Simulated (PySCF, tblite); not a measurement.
# C5H9BGe: geometry, infrared bands and NMR shifts

What infrared bands and NMR shifts should C5H9BGe (`C#[C][GeH2][BH]C1CC1`) show?

The runs use tblite 0.8.0 and PySCF 2.14.0, with density-fitted response routines of our own; the level of theory stands in each step. All values are computed, except where a source is named. Atoms count from 0, in the outputs and in this text.

**1. Starting geometry**

16 atoms, charge 0, multiplicity 1; geometry from: force field or distance geometry start.

Bonds of the start (Å): C0–C1 1.23, C1–Ge2 1.88, Ge2–B3 2.03, B3–C4 1.57, C4–C5 1.50, C5–C6 1.52, C6–C4 1.50, C0–H7 1.07, Ge2–H8 1.56, Ge2–H9 1.53, B3–H10 1.18, C4–H11 1.12, C5–H12 1.10, C5–H13 1.12, C6–H14 1.09, C6–H15 1.13.

**2. Optimising the geometry with GFN2-xTB**

The job: settings as JSON, then the geometry in Å.

```
{"job": {"kind": "relax", "xc": "GFN2-xTB", "basis": "xTB"}, "charge": 0, "multiplicity": 1}
C      4.209200    -0.121500     0.156900
C      3.020900    -0.325100    -0.105100
Ge     1.206200    -0.668900    -0.455600
B      0.081100     0.988000    -0.138600
C     -1.427200     0.976600     0.313700
C     -1.794800    -0.207000     1.155700
C     -2.372300    -0.051100    -0.240800
H      5.236700     0.083500     0.391700
H      0.747600    -1.823600     0.492200
H      1.131700    -1.183700    -1.898600
H      0.711100     1.954300     0.125100
H     -1.860400     1.940900     0.673800
H     -2.388300     0.041300     2.050200
H     -1.009100    -1.007200     1.213600
H     -2.025300    -0.781200    -0.971000
H     -3.474600     0.193600    -0.235700
```

Launch:

```
$ OMP_NUM_THREADS=1 python probes_run.py task.json out
```

This one command runs all jobs of the session in turn.

Output:

```text
step      E/eV     max force
  0    -498.06341    3.353
  1    -498.11230    7.401
  2    -498.34199    1.320
  3    -498.39417    0.797
  4    -498.43029    0.428
  5    -498.45966    0.414
  6    -498.48259    0.443
  7    -498.50152    0.257
  8    -498.51058    0.223
  9    -498.51682    0.213
 10    -498.52222    0.229
 11    -498.52728    0.166
 12    -498.53132    0.169
 13    -498.53499    0.146
 14    -498.53925    0.201
 15    -498.54417    0.219
 16    -498.54879    0.192
 17    -498.55315    0.220
 18    -498.55792    0.175
 19    -498.56325    0.226
 20    -498.56882    0.217
 21    -498.57388    0.167
 22    -498.57761    0.155
 23    -498.57984    0.109
 24    -498.58110    0.076
 25    -498.58185    0.059
 26    -498.58235    0.050
 27    -498.58274    0.052
 28    -498.58309    0.045
 29    -498.58343    0.054
 30    -498.58376    0.049
 31    -498.58403    0.043
 32    -498.58424    0.040
 33    -498.58444    0.036
 34    -498.58469    0.048
 35    -498.58503    0.065
 36    -498.58546    0.066
 37    -498.58589    0.050
 38    -498.58625    0.046
 39    -498.58653    0.042
 40    -498.58677    0.036
 41    -498.58696    0.035
 42    -498.58712    0.032
 43    -498.58728    0.039
 44    -498.58747    0.043
 45    -498.58771    0.036
 46    -498.58795    0.034
 47    -498.58813    0.027
 48    -498.58827    0.028
 49    -498.58845    0.031
 50    -498.58870    0.042
 51    -498.58901    0.043
 52    -498.58930    0.041
 53    -498.58956    0.044
 54    -498.58985    0.048
 55    -498.59027    0.065
 56    -498.59074    0.068
 57    -498.59110    0.055
 58    -498.59132    0.034
 59    -498.59150    0.031
 60    -498.59176    0.044
 61    -498.59213    0.061
 62    -498.59249    0.055
 63    -498.59274    0.030
 64    -498.59293    0.030
 65    -498.59310    0.048
 66    -498.59326    0.057
 67    -498.59339    0.039
 68    -498.59345    0.015
 69    -498.59347    0.010
 70    -498.59349    0.012
 71    -498.59352    0.016
 72    -498.59355    0.012
 73    -498.59357    0.008
```

It took 1.5 s on 1 thread of Intel Xeon at 2.50GHz, shared host; peak memory 0.18 GiB.

Along the way: (not every step is listed)

```tsv
step	energy from step 0 (eV)	largest force (eV/Å)
0	0.0000	3.3533
1	-0.0489	7.4013
2	-0.2786	1.3200
3	-0.3308	0.7972
4	-0.3669	0.4281
5	-0.3963	0.4142
6	-0.4192	0.4427
7	-0.4381	0.2572
8	-0.4472	0.2228
14	-0.4758	0.2009
20	-0.5054	0.2172
26	-0.5189	0.0497
32	-0.5208	0.0396
38	-0.5228	0.0459
44	-0.5241	0.0429
50	-0.5253	0.0422
56	-0.5273	0.0684
62	-0.5291	0.0548
68	-0.5300	0.0148
69	-0.5301	0.0105
70	-0.5301	0.0118
71	-0.5301	0.0156
72	-0.5301	0.0117
73	-0.5302	0.0078
```

Close pairs (by a distance rule), those that changed most:

```tsv
bond	before (Å)	after (Å)	change (Å)
Ge2–H8	1.563	1.512	-0.051
C6–H15	1.129	1.080	-0.049
C5–C6	1.519	1.474	-0.045
B3–C4	1.575	1.529	-0.045
C5–H13	1.123	1.081	-0.042
C0–C1	1.234	1.203	-0.031
C4–H11	1.117	1.087	-0.030
C4–C5	1.498	1.527	+0.028
```

The final coordinates are the input of the step that follows.

**3. Infrared spectrum with GFN2-xTB**

The job: settings as JSON, then the geometry in Å.

```
{"job": {"kind": "ir", "xc": "GFN2-xTB", "basis": "xTB"}, "charge": 0, "multiplicity": 1}
C      4.202751    -0.232840     0.110176
C      3.031882    -0.386734    -0.118291
Ge     1.164284    -0.558086    -0.447791
B      0.087883     1.077845     0.030168
C     -1.393070     0.975048     0.398346
C     -1.885257    -0.182446     1.263762
C     -2.236279    -0.163225    -0.167599
H      5.230591    -0.107060     0.302366
H      0.817447    -1.873903     0.210820
H      1.115560    -0.924278    -1.913110
H      0.596141     2.132550    -0.017611
H     -1.951564     1.893380     0.557637
H     -2.645400     0.047194     1.995547
H     -1.150454    -0.896884     1.606913
H     -1.743209    -0.865582    -0.826211
H     -3.248904     0.073965    -0.457652
```

Output:

```text
mode    cm-1     km/mol
  1      15.8      0.08
  2      65.6      0.13
  3     126.4      1.00
  4     132.8      0.06
  5     203.2      0.28
  6     220.7      1.80
  7     255.9     10.33
  8     319.9     38.44
  9     397.4      1.09
 10     510.8     45.16
 11     576.7     12.39
 12     615.3     16.07
 13     661.5     26.41
 14     669.2      5.93
 15     707.8    102.90
 16     719.2    279.14
 17     800.2      2.16
 18     849.4     25.18
 19     873.0    113.88
 20     879.9     68.76
 21     886.9      1.05
 22     978.4     14.89
 23    1017.2     67.88
 24    1056.5      9.18
 25    1064.6      0.86
 26    1109.8      0.66
 27    1158.0      0.93
 28    1166.9     61.26
 29    1260.3      2.89
 30    1355.5     25.32
 31    1430.9      1.11
 32    1478.4      0.83
 33    1906.4    368.84
 34    1949.4    568.13
 35    2186.1      8.75
 36    2633.0    129.49
 37    3013.5     52.04
 38    3057.7     20.85
 39    3070.8     16.54
 40    3085.3     14.28
 41    3098.9     71.32
 42    3341.9      2.08
```

It took 1.6 s on 1 thread of Intel Xeon at 2.50GHz, shared host; peak memory 0.18 GiB.

The strongest bands and the atoms that carry them (share of the mass-weighted mode):

```tsv
cm⁻¹	km/mol	atoms
708	102.9	H9 51 %, H7 18 %, H10 11 %, B3 11 %
719	279.1	H8 70 %, H7 13 %
873	113.9	H8 34 %, H9 32 %
880	68.8	H13 14 %, H12 13 %, C4 12 %, H9 10 %
1906	368.8	H8 57 %, H9 42 %
1949	568.1	H9 57 %, H8 42 %
2633	129.5	H10 92 %
3099	71.3	H15 42 %, H12 35 %
```

**4. Shielding tensors: PBE0/pcSseg-1**

Same as in step 3 but for these lines:

```diff
@@ -1,2 +1,2 @@
-{"job": {"kind": "ir", "xc": "GFN2-xTB", "basis": "xTB"}, "charge": 0, "multiplicity": 1}
+{"job": {"kind": "nmr", "xc": "PBE0", "basis": "pcSseg-1"}, "charge": 0, "multiplicity": 1}
 C      4.202751    -0.232840     0.110176
```

With the program's defaults for keys left out, this is: GIAO PBE0/pcSseg-1 NMR shielding, non-relativistic, gas phase.

Output:

```text
coarse grid: 60744 points
cycle   1  E = -2296.8058706615  dE =  1.627e-01  |g| = 9.372e-01  |ddm| = 3.805e+00
cycle   2  E = -2296.7858832872  dE =  1.999e-02  |g| = 9.492e-01  |ddm| = 1.226e+00
cycle   3  E = -2296.8903335592  dE = -1.045e-01  |g| = 9.156e-02  |ddm| = 7.096e-01
cycle   4  E = -2296.8912526974  dE = -9.191e-04  |g| = 4.556e-02  |ddm| = 9.530e-02
cycle   5  E = -2296.8917099538  dE = -4.573e-04  |g| = 1.601e-02  |ddm| = 3.891e-02
cycle   6  E = -2296.8917733542  dE = -6.340e-05  |g| = 3.789e-03  |ddm| = 1.429e-02
cycle   7  E = -2296.8917769951  dE = -3.641e-06  |g| = 8.184e-04  |ddm| = 3.655e-03
final grid: 128640 points
cycle   8  E = -2296.8917677257  dE =  2.321e-09  |g| = 9.690e-04  |ddm| = 2.474e-03
cycle   9  E = -2296.8917675879  dE =  1.379e-07  |g| = 1.237e-03  |ddm| = 1.829e-03
cycle  10  E = -2296.8917679412  dE = -3.534e-07  |g| = 6.593e-05  |ddm| = 1.016e-03
cycle  11  E = -2296.8917679424  dE = -1.170e-09  |g| = 1.823e-05  |ddm| = 8.765e-05
cycle  12  E = -2296.8917679425  dE = -6.139e-11  |g| = 8.554e-06  |ddm| = 1.634e-05
converged SCF energy = -2296.8917679425

GIAO shielding tensors (ppm)
atom      isotropic    diamagn.    paramagn.     s11        s22        s33       span
  0 C       84.353     259.741    -175.388     -3.879     -2.195    259.132    263.012
  1 C      101.135     266.078    -164.944      2.300      7.925    293.179    290.879
  2 Ge    1645.281    2755.881   -1110.600   1545.064   1645.506   1745.273    200.210
  3 B       -2.414     190.742    -193.156    -76.533    -51.861    121.152    197.685
  4 C      161.776     253.070     -91.294     90.729    183.921    210.678    119.949
  5 C      168.677     252.412     -83.736    140.846    173.931    191.252     50.405
  6 C      169.561     252.501     -82.940    142.511    174.599    191.571     49.060
  7 H       30.095      33.138      -3.044     24.579     24.723     40.982     16.403
  8 H       27.814      28.770      -0.957     19.966     25.862     37.614     17.648
  9 H       27.750      28.190      -0.440     19.810     24.586     38.852     19.042
 10 H       22.205      29.338      -7.133     15.090     25.116     26.411     11.321
 11 H       29.895      30.765      -0.870     23.427     26.951     39.307     15.880
 12 H       30.204      29.402       0.802     24.514     26.161     39.937     15.423
 13 H       30.365      31.463      -1.098     23.469     29.299     38.328     14.859
 14 H       30.838      31.604      -0.766     23.650     30.204     38.659     15.009
 15 H       30.201      29.345       0.856     24.579     26.189     39.834     15.254
```

Run time: 78 s. Hardware: 1 thread of Intel Xeon at 2.50GHz, shared host; peak memory 0.81 GiB.

The references, computed at this level on geometries of the same kind, shield at (ppm): 1H TMS 31.72, 13C TMS 186.9, 11B BF3·OEt2 100.1, 73Ge GeMe4 1331. Their shielding less the atom's gives the shift. The references are single molecules in the gas phase. Atoms listed in one row are averaged.

```tsv
atoms	environment	σ (ppm)	δ (ppm)
C0	terminal alkyne carbon	84.4	102.6
C1	alkyne carbon	101.1	85.8
C4	three-membered-ring carbon	161.8	25.1
C5, C6	three-membered-ring carbon	169.1	17.8
H10	hydrogen on a boron bonded to C, Ge	22.21	9.51
H8, H9	hydrogen on a germanium bonded to C, B	27.78	3.94
H11	hydrogen on a three-membered-ring carbon	29.89	1.82
H7	hydrogen on a terminal alkyne carbon	30.09	1.62
H12, H15	hydrogen on a three-membered-ring carbon	30.20	1.51
H13, H14	hydrogen on a three-membered-ring carbon	30.60	1.12
Ge2	germanium bonded to C, B, 2 H	1645	-314
B3	boron bonded to C, Ge, H	-2.4	102.5
```

The run also stored atomic charges by several schemes (e):

```tsv
atoms	Mulliken	IAO	Hirshfeld	ESP fit
C0	-0.32	-0.22	-0.11	-0.32
C1	-0.14	-0.28	-0.16	-0.24
Ge2	0.23	0.49	0.27	0.43
B3	0.25	-0.07	0.10	0.19
C4	-0.48	-0.26	-0.11	-0.24
C5, C6	-0.20	-0.26	-0.07	-0.26
```

Mayer bond orders: C0–C1 2.69, C1–Ge2 0.80, Ge2–B3 0.95, B3–C4 1.04, C4–C5 0.90, C5–C6 1.01, C6–C4 0.90.

Ring of atoms C4, C5, C6: NICS(0) -43.0, NICS(1) -7.5, NICS(1)zz -26.6 ppm (means of both faces).

The two faces differ (NICS(1)zz -29.3 and -23.8 ppm).

In rings of three or four atoms NICS is ruled by the nearby σ bonds, so it says little on aromaticity.

**5. Results**

| quantity | value |
| --- | --- |
| strongest single infrared mode (GFN2-xTB) | 1949 cm⁻¹, 568 km/mol |
| zero-point energy (GFN2-xTB) | 72.8 kcal/mol |
| 13C shifts against TMS (PBE0/pcSseg-1, means over atoms taken as alike) | 102.6, 85.8, 25.1, 17.8 ppm |
| 1H shifts against TMS (PBE0/pcSseg-1, means over atoms taken as alike) | 9.51, 3.94, 1.82, 1.62, 1.51, 1.12 ppm |
| 73Ge shifts against GeMe4 (PBE0/pcSseg-1) | -314 ppm |
| 11B shifts against BF3·OEt2 (PBE0/pcSseg-1) | 102.5 ppm |

What this shows: The optimisation took 73 steps and gained 0.530 eV; among the close pairs (by a distance rule), Ge2–H8 changed most, from 1.563 to 1.512 Å. All 42 modes are real, so the xTB geometry is a minimum. The strongest single mode, at 1949 cm⁻¹, moves mainly H9 and H8. GFN2-xTB is a fitted tight-binding method: band positions and strengths are rough. Its intensities can rank the bands wrongly. At PBE0/pcSseg-1: Shielding is most anisotropic at C1 (span 291 ppm, paramagnetic term -165 ppm). Spin-orbit coupling is left out, which matters for shieldings and couplings at and beside the heavy atoms.
